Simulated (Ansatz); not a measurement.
Working through a convergence test of the k-point mesh of NaWO3, space group Pm-3m

With Ansatz 0.2.0 through its Python package.

Interactive session:
```pycon
>>> import warnings
>>> import ansatz as az
>>> from tabulate import tabulate
>>> warnings.simplefilter("ignore", az.DeckWarning)
>>> system = (
...     az.Lattice.cubic(3.86)
...     .space_group(221)
...     .atom("Na", [0.0, 0.0, 0.0])
...     .atom("W", [0.5, 0.5, 0.5])
...     .atom("O", [0.5, 0.5, 0.0])
... )
>>> system.resolved().sites[-1]
Site(symbol='O', position=(0.5, 0.0, 0.5), moment=None, axis=None, held=None, saved=None)
>>> calculation = (
...     system.calculation()
...     .occupations("fermi_dirac", width=100 * az.meV)
...     .functional(az.Functional.LDA)
...     .basis(550)
... )
>>> rows = []
>>> for value in [(2, 2, 2), (3, 3, 3), (4, 4, 4), (5, 5, 5), (6, 6, 6), (7, 7, 7)]:
...     data = calculation.kpoints(mesh=value).run().report
...     rows.append((value, data["free_energy_ev"] / len(data["lattice"]["sites"]), data["n_iterations"], data["n_kpoints"]))
...

>>> print(tabulate(rows, headers=["mesh", "F/atom (eV)", "iterations", "k-points"], floatfmt=".4f", tablefmt="github"))
| mesh      |   F/atom (eV) |   iterations |   k-points |
|-----------|---------------|--------------|------------|
| (2, 2, 2) |    -2653.0913 |            7 |          4 |
| (3, 3, 3) |    -2653.1350 |            7 |          4 |
| (4, 4, 4) |    -2653.1139 |            8 |         10 |
| (5, 5, 5) |    -2653.1340 |            6 |         10 |
| (6, 6, 6) |    -2653.1487 |            6 |         20 |
| (7, 7, 7) |    -2653.1572 |            7 |         20 |
>>> # the last row is the reference
>>> for row in rows[:-1]:
...     shift = 1000 * (row[1] - rows[-1][1])
...     print(f"{row[0]}: {shift:+.2f} meV/atom" + ("  (within 1 meV)" if abs(shift) < 1 else ""))
...
(2, 2, 2): +65.94 meV/atom
(3, 3, 3): +22.21 meV/atom
(4, 4, 4): +43.28 meV/atom
(5, 5, 5): +23.19 meV/atom
(6, 6, 6): +8.49 meV/atom
```

What to keep in mind:
- The cell holds an odd number of electrons and is run without spin, so a magnetic state may lie lower.
- Spin-orbit coupling, which matters for elements this heavy, is left out.
- The structure is a deposited one; some such entries were measured under pressure or heat, so a shift against it needn't be the functional's error alone.
- Shifts are counted from the finest mesh, which is itself no proven limit.
- The whole script took 8.7 s on 1 thread of Arm Neoverse V1, on a shared host, peak memory 0.39 GiB.

(Lines on the test bed's own set-up are left out of the output.)
